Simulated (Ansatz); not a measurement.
# CuPd2O4 at fixed geometry

The system is CuPd2O4, a structure type of another compound, with these elements put in. Wanted, at the geometry given: whether it is a metal or has a gap, how the charge is shared and how far the cell is from equilibrium.

Program: Ansatz 0.2.0. Level of theory: DFT, r2SCAN, no spin polarisation, plane waves, PAW. These are calculated values, not measurements.

## Step 1: The cell

The structure is tetragonal, space group I4/mmm (No. 139). The conventional cell has a = 3.513 Å, b = 3.513 Å, c = 10.854 Å, α = 90.00°, β = 90.00°, γ = 90.00°. O (site symmetry mmm) has 2 Cu at 1.76 Å and 4 Pd at 2.37 Å as nearest neighbours. O (site symmetry -4m2) has 4 Pd at 2.08 Å as nearest neighbours. Cu (site symmetry 4/mmm) is surrounded by 4 O at 1.76 Å. Pd (site symmetry 4mm) has 8 O at 2.08 to 2.37 Å as nearest neighbours.

Coordinates:

```xyz
7
Lattice="0.0000 3.5127 0.0000 3.5127 0.0000 0.0000 1.7563 1.7563 -5.4272" Properties=species:S:1:pos:R:3 pbc="T T T"
O     0.0000    1.7563    0.0000
O     1.7563    0.0000    0.0000
O     1.7563    3.5127   -2.7136
O     3.5127    1.7563   -2.7136
Cu    0.0000    0.0000    0.0000
Pd    1.7563    1.7563   -1.5945
Pd    3.5127    3.5127   -3.8327
```

The run starts from a saved solution of this cell (checkpoint.read), perhaps found on another mesh.

## Step 2: The calculation

Contents of input.yaml:

```yaml
crystal:
  lattice:
    - [0.0, 3.512674, 0.0]
    - [3.512674, 0.0, 0.0]
    - [1.756337, 1.756337, -5.427223]
  atoms:
    - { symbol: O, position: [0.5, 0.0, 0.0] }
    - { symbol: O, position: [0.0, 0.5, 0.0] }
    - { symbol: O, position: [0.75, 0.25, 0.5] }
    - { symbol: O, position: [0.25, 0.75, 0.5] }
    - { symbol: Cu, position: [0.0, 0.0, 0.0] }
    - { symbol: Pd, position: [0.3531, 0.3531, 0.2938] }
    - { symbol: Pd, position: [0.6469, 0.6469, 0.7062] }
  symmetry: { tolerance: 0.0003 }
kpoints:
  mp_grid: { grid: [9, 9, 9], shift: [0, 0, 0] }
  band_path:
    path:
      - [0.0, 0.0, 0.0]
      - [0.5, 0.5, 0.5]
      - [0.5, 0.5, 0.25]
      - [0.0, 0.5, 0.0]
      - [0.0, 0.0, 0.0]
      - [0.0, 0.0, -0.5]
      - [0.0, 0.44763629, -0.27618185]
      - [0.0, 0.55236371, 0.27618185]
      - [0.0, 0.0, 0.0]
      - [0.5, 0.5, 0.5]
      - [0.44763629, 0.55236371, 0.5]
    npoints: 7
magnetization:
  spin_polarized: false
scf:
  occupations: { method: gaussian, width: 0.1168 }
  lower_state_search: "off"
  max_iter: 200
hamiltonian:
  pseudopotentials: { kind: paw }
  xc: r2scan
basis:
  ecutwfc: 500
  fft_grid_basis: typed
output:
  forces: true
  stress: true
  eigenvalues: true
  bader: true
  populations: true
  elf: true
  write_potential: true
  volumetric_format: npy
  dos:
    e_range: [-12, 8]
    de: 0.05
    projected: { site_lists: { Cu: [Cu], O: [O], Pd: [Pd] } }
  write_density: true
checkpoint:
  read: saved_state
```

The run is started by

```sh
> ansatz run input.yaml --threads 1 --pin off --max-ram 2560MiB --backend cpu --events-out ev --progress --plain --runs-dir out
```

Standard output (excerpt; [...] marks lines left out):

```text
Warning: RAYON_NUM_THREADS=1 ignored (pool sized by the plan → 1); use --threads N
[...]
Pseudopotentials: kind: paw
Pseudopotential: O, paw, valence charge 6, recommended cutoff 500 eV (meta_gga), O.paw.azcp
Pseudopotential: Cu, paw, valence charge 19, recommended cutoff 500 eV (meta_gga), Cu.paw.azcp
Pseudopotential: Pd, paw, valence charge 18, recommended cutoff 500 eV (meta_gga), Pd.paw.azcp
Functional definition: r2SCAN
[...]
Crystal: 7 atoms, lattice volume = 66.966 Å³
Basis set: ecut = 500 eV, 1687 PW (Γ), exchange–correlation on 108×108×180 points (64 copies of the dense FFT grid, shifted against one another)
Bands: 48, of which v1, the nominal top of the filled ones, is band 40 counted from 1 (39 counted from 0)
Symmetry: 16 space group operations
Space group: I4/mmm (ITA 139), of the structure as read, at distance tolerance 1.2e-3 Å
k-points: 75 of 729
[...]
SCF iter   1: F=-22866.468917 eV  HF=-22866.456633 eV  |F-HF|=1.23e-2  |Δ(HF+E_count)|=         —  Δρ=4.52e-3  dr2=5.81e-3  dr2_τ=6.85e-3  ethr=7.57e-6  ⟨swp⟩=2.0  Hψ=19672  notcnv=0
[...]
SCF iter   8: F=-22866.473915 eV  HF=-22866.473915 eV  |F-HF|=4.94e-9  |Δ(HF+E_count)|=   4.33e-9  Δρ=3.48e-6  dr2=5.78e-9  dr2_τ=3.42e-10  ethr=1.27e-10  ⟨swp⟩=7.1  Hψ=20035  notcnv=0
[...]
NSCF: frozen V_eff on 71 k-points
SCF converged after 8 iterations
Free energy (F): -22866.473915 eV
[...]
E sigma→0 (E₀):  -22866.452052 eV
Entropy (-TS):   -0.043727 eV (-6.247 meV/atom)
Fermi energy:    15.520668 eV
[...]
--- Forces (eV/Å), atoms counted from 1 ---
  atom   1  O     -0.00000000     0.00000000     0.00000000
  atom   2  O      0.00000000     0.00000000     0.00000000
  atom   3  O      0.00000000     0.00000000    -0.00000000
  atom   4  O      0.00000000     0.00000000     0.00000000
  atom   5  Cu     0.00000000    -0.00000000     0.00000000
  atom   6  Pd     0.00000000     0.00000000     0.39522520
  atom   7  Pd     0.00000000     0.00000000    -0.39522520
[...]
--- Stress (GPa, compression-positive) ---
       42.062926       0.000000       0.000000
        0.000000      42.062926       0.000000
        0.000000       0.000000      10.776742
  P = ⅓ Tr σ = 31.6342 GPa (316.342 kbar)
--- Band table (eV; the first three rows and the last of 75) ---
[...]
--- Löwdin populations: 7 sites ---
  site symbol       q [e]
     0      O      6.9555
     1      O      6.9555
     2      O      6.8230
     3      O      6.8230
     4     Cu     17.8710
     5     Pd     16.5205
     6     Pd     16.5205
  spilling = 0.006722 (of n_electrons = 79.000000)
--- Bader charges: 7 sites ---
  site symbol  charge [e]  shift [e]
     0      O     -0.9892     0.0050
     1      O     -0.9892     0.0050
     2      O     -0.7528     0.0016
     3      O     -0.7528     0.0016
     4     Cu      1.2004     0.0140
     5     Pd      1.1418     0.0036
     6     Pd      1.1418     0.0036
  estimated error of the sums over rays = 4.2e-4 e
```

Run time: 1.9 min. Hardware: 1 thread of AMD EPYC 7R43 (Zen 3), shared host; peak memory 0.77 GiB.

## Step 3: Forces on the atoms, stress on the cell

Sizes of the largest forces and where they point against the nearest neighbour:

```
atom  force (eV/Å)  nearest  distance (Å)             direction
 Pd7         0.395       O3          2.08  (others are as near)
 Pd6         0.395       O3          2.08  (others are as near)
```

Diagonalising the stress gives 10.78, 42.06, 42.06 GPa, so P = 31.63 GPa (positive in compression).

## Step 4: Band structure

From bands.tsv, levels at the corners of the path, in eV from the Fermi level:

```
point  band 39  band 40  band 41  band 42  band 43  band 44
    Γ    -0.21    -0.21     0.69     0.69     1.21     3.57
    X    -0.34     0.23     0.35     0.74     3.02     6.58
    P    -0.04    -0.04     0.35     0.74     3.02     6.62
    N    -0.44     0.00     0.22     0.46     1.10     6.63
    Γ    -0.21    -0.21     0.69     0.69     1.21     3.57
    M    -0.20    -0.20     1.01     1.01     1.41     5.51
    S    -0.53     0.01     0.10     0.32     1.12     6.50
   S0    -0.53     0.01     0.10     0.32     1.12     6.50
    Γ    -0.21    -0.21     0.69     0.69     1.21     3.57
    X    -0.34     0.23     0.35     0.74     3.02     6.58
    R    -0.40     0.08     0.48     0.64     2.89     6.55
```

The same bands between the corners:

```
distance (1/Å)  band 41  band 42
          0.00     0.69     0.69
          0.54     0.39     0.76
          1.08     0.61     0.71
          1.35     0.35     0.74
          1.47     0.35     0.74
          1.68     0.48     0.71
          2.07     0.51     0.61
          2.45     0.22     0.46
          2.85     0.47     0.71
          3.25     0.56     0.71
          3.55     0.75     0.75
          3.80     0.95     0.95
          4.08     0.90     1.01
          4.42    -0.06     0.77
          4.77     0.10     0.32
          5.03     0.22     0.45
          5.29     0.15     0.35
          5.66     0.43     0.58
          6.08     0.34     0.78
          6.55     0.51     0.64
          7.09     0.64     0.91
          7.63     0.35     0.74
          7.69     0.39     0.72
          7.74     0.46     0.67
```

## Step 5: Total and projected density of states

Counts of states in windows (eV from the Fermi level; tetrahedra), total and projected:

```
from    to  total  Cu d   O p  Pd d
-8.0  -7.0   6.88  0.82  4.27  1.68
-7.0  -6.0   4.25  0.44  2.70  1.02
-6.0  -5.0   4.50  0.60  2.63  1.18
-5.0  -4.0   4.78  0.65  2.77  1.26
-4.0  -3.0   6.45  2.99  1.25  2.05
-3.0  -2.0   7.84  1.67  1.27  4.73
-2.0  -1.0   5.71  1.06  1.64  2.67
-1.0   0.0   4.05  0.42  1.55  1.83
 0.0   1.0   5.88  0.30  2.85  2.56
 1.0   2.0   1.03  0.20  0.50  0.29
 2.0   3.0   0.28  0.12  0.15  0.00
 3.0   4.0   0.01  0.00  0.00  0.00
 4.0   5.0   0.16  0.01  0.01  0.00
```

## Step 6: Charges

Gathered by element (positive charge: electrons given up):

```
element  atoms  Bader charge (e)  Bader volume (Å³)  Löwdin charge (e)
      O      4    -0.99 to -0.75         8.4 to 9.0     -0.96 to -0.82
     Cu      1             +1.20                8.6              +1.13
     Pd      2             +1.14               11.8              +1.48
```

The Löwdin projection spills 0.7 % of the electrons and depends on the orbitals chosen; where it disagrees with Bader's partition, neither is an observable.

## Step 7: Maps of the fields

Maps in the plane spanned by a and b at height 0.000 along c (axes of the input's cell), one cell: a runs left to right (11 points from zero), b bottom to top (11 points), 90° apart. Near the nuclei they are pseudo-fields.

Valence density. Ten steps from '0' (0.12 e/Å³) to '9' (70.20 e/Å³), finer at the low end (step k begins (100^(k/10) - 1)/99 of the way up):
```
76212442126
32101221012
11000000001
32100000012
54200000024
54200000024
32100000012
11000000001
32101221012
76212442126
97313553137
```

ELF. Ten even steps from '0' (0.05) to '9' (0.93):
```
74138778314
11016886101
43101441013
88610000168
37840000487
37840000487
88610000168
43101441013
11016886101
74138778314
97148338417
```

Atoms within 0.2 Å of the plane, in fractions of a and b: O at (0.50, 0.00), O at (0.00, 0.50), Cu at (0.00, 0.00).

Scans along the contacts give these minima of the density:

```
contact  length (Å)  minimum at (fraction)  density (e/Å³)   ELF
 O1–Cu5       1.756   deep in a PAW sphere               –     –
 O3–Pd6       2.083                   0.47           0.670  0.20
```

```
fraction  O1–Cu5  O3–Pd6
     0.2    5.08    4.24
     0.3    2.85     1.8
     0.4    1.45   0.835
     0.5    1.04   0.698
     0.6    1.88    1.53
     0.7     6.4     4.9
     0.8    21.8     9.9
```

(Smooth valence density in e/Å³ at fractions of each contact.)

## Step 8: Results

```
                                                 quantity                                   value
                                            largest force                        0.395 eV/Å on Pd
                                                 pressure                                31.6 GPa
           formation energy (elements from separate runs)                            0.03 eV/atom
                                                character                                   metal
density of states, mean within 0.25 eV of the Fermi level                     5.5 per eV per cell
                                            Bader charges  O -0.99 to -0.75, Cu +1.20, Pd +1.14 e
```

In words: Bands cross the Fermi level: a metal; within 0.25 eV of the Fermi level the density of states averages 5.5 per eV per cell, mostly O p (46 %) and Pd d (44 %). By Bader's partition Cu gives up most (+1.20 e) and O takes most (-0.87 e). Set against separate runs on the elements (O2 molecule, Cu fcc, Pd fcc), it forms at 0.03 eV per atom, so at this geometry it is not bound against them. At 31.6 GPa the cell is compressed and would expand, and unequal principal stresses would change its shape.

Keep in mind: an odd count of electrons without spin polarisation forces a partly filled band.
